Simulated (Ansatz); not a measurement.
# C₄H₉ClFIn: a ladder of functionals and wavefunction methods

One table from this session's results is given with a row withheld; the runs are named, their logs left out.

Method: functionals in def2-TZVPP, the program's frozen cores in correlated methods; program: Ansatz 0.2.0, Gaussian basis.

Plan: LDA (SPW92), PBE-D4, revPBE-D4, BLYP-D4, r2SCAN-D4, B97M-V, PBE0-D4, B3LYP-D4, r2SCANh-D4, r2SCAN0-D4, HSE06-D4, BHLYP-D4, CAM-B3LYP-D4, LC-ωPBE, ωB97X-V, ωB97M-V, B2PLYP, PBE-QIDH; CCSD(T)/def2-SVP; CCSD(T)/def2-TZVPP; MP2/def2-QZVPP; extrapolation to the limit; RPA on PBE.

### The relaxed structure

An earlier PBE0-D4 in a triple-zeta def2 set relaxation fixed the geometry. In takes the def2 core potential; no spin-orbit term is included.

SMILES `C[C](C)(C)[In]([F])[Cl]`, 16 atoms, charge 0, spin multiplicity 1.

Atoms are counted from 1 here; the program's logs count them from 0.

Bond lengths: C1–C2 1.522 Å, C1–H8 1.099 Å, C1–H9 1.093 Å, C1–H10 1.093 Å, C2–C3 1.520 Å, C2–C4 1.522 Å, C2–In5 2.178 Å, C3–H11 1.092 Å, C3–H12 1.099 Å, C3–H13 1.092 Å, C4–H14 1.093 Å, C4–H15 1.099 Å, C4–H16 1.093 Å, In5–F6 1.956 Å, In5–Cl7 2.327 Å. Angles: C2–C1–H8 109.0°, C2–C1–H9 112.4°, C2–C1–H10 112.5°, H8–C1–H9 107.4°, H8–C1–H10 107.1°, H9–C1–H10 108.3°, C1–C2–C3 110.9°, C1–C2–C4 110.3°, C1–C2–In5 107.7°, C3–C2–C4 110.9°, C3–C2–In5 109.3°, C4–C2–In5 107.6°, C2–C3–H11 112.4°, C2–C3–H12 109.1°, C2–C3–H13 112.4°, H11–C3–H12 107.4°, H11–C3–H13 107.9°, H12–C3–H13 107.4° and more.

Set-up of the first run:

The input, in.yaml:

```yaml
crystal:
  periodic: [false, false, false]
  atoms:
    - {symbol: C, position_ang: [0.413669, 0.639651, 1.365830]}
    - {symbol: C, position_ang: [0.019923, -0.088821, 0.088439]}
    - {symbol: C, position_ang: [1.101630, -1.069967, -0.331897]}
    - {symbol: C, position_ang: [-1.313696, -0.799258, 0.274589]}
    - {symbol: In, position_ang: [-0.241497, 1.405871, -1.473640]}
    - {symbol: F, position_ang: [-1.515850, 2.872213, -1.246848]}
    - {symbol: Cl, position_ang: [0.793217, 1.612261, -3.547940]}
    - {symbol: H, position_ang: [0.515009, -0.093123, 2.178196]}
    - {symbol: H, position_ang: [-0.337044, 1.369954, 1.676778]}
    - {symbol: H, position_ang: [1.374521, 1.152820, 1.274536]}
    - {symbol: H, position_ang: [0.848120, -1.599470, -1.253200]}
    - {symbol: H, position_ang: [1.229395, -1.824167, 0.456576]}
    - {symbol: H, position_ang: [2.069162, -0.584691, -0.479836]}
    - {symbol: H, position_ang: [-1.625667, -1.343419, -0.620692]}
    - {symbol: H, position_ang: [-1.215331, -1.537146, 1.082710]}
    - {symbol: H, position_ang: [-2.115561, -0.112697, 0.556380]}
basis:
  gaussian: {orbitals: def2-TZVPP}
hamiltonian: {xc: lda}
output: {orbitals: {seedname: orbitals}}
```

Steps of the session up to this table: LDA; PBE-D4 (GGA); revPBE-D4 (GGA); BLYP-D4 (GGA); r2SCAN-D4 (meta-GGA); B97M-V (meta-GGA); PBE0-D4 (hybrid); B3LYP-D4 (hybrid); r2SCANh-D4 (hybrid); r2SCAN0-D4 (hybrid); HSE06-D4 (hybrid); BHLYP-D4 (hybrid); CAM-B3LYP-D4 (range-separated); LC-ωPBE (range-separated); ωB97X-V (range-separated); ωB97M-V (range-separated); B2PLYP (double hybrid); PBE-QIDH (double hybrid).

One of the session's tables, all rows but one given; the rest of the session is left out.

It belongs to the step «Orbital energies across the functionals». 

```
  functional  HOMO (eV)  LUMO (eV)  gap (eV)
 LDA (SPW92)      -6.84      -2.83      4.01
      PBE-D4      -6.65      -2.53      4.12
   revPBE-D4      -6.57      -2.40      4.18
     BLYP-D4      -6.54      -2.49      4.05
   r2SCAN-D4      -6.86      -2.31      4.55
      B97M-V      -6.90      -2.45      4.45
     PBE0-D4      -7.76      -1.67      6.09
    B3LYP-D4      -7.59      -1.98      5.62
  r2SCANh-D4      -7.28      -2.00      5.28
  r2SCAN0-D4      -7.91      -1.54      6.37
    HSE06-D4      -7.37      -2.03      5.34
    BHLYP-D4      -8.79      -0.84      7.95
CAM-B3LYP-D4      -9.03      -0.76      8.27
     LC-ωPBE     -10.25       0.52     10.77
     ωB97X-V      -9.94       0.33     10.26
     ωB97M-V          ?          ?         ?
```

Q: Estimate the row for ωB97M-V from the others.

The run gave: HOMO (eV): -9.83; LUMO (eV): 0.13; gap (eV): 9.96. In the column «HOMO (eV)» it lies between ωB97X-V (-9.94) and CAM-B3LYP-D4 (-9.03).
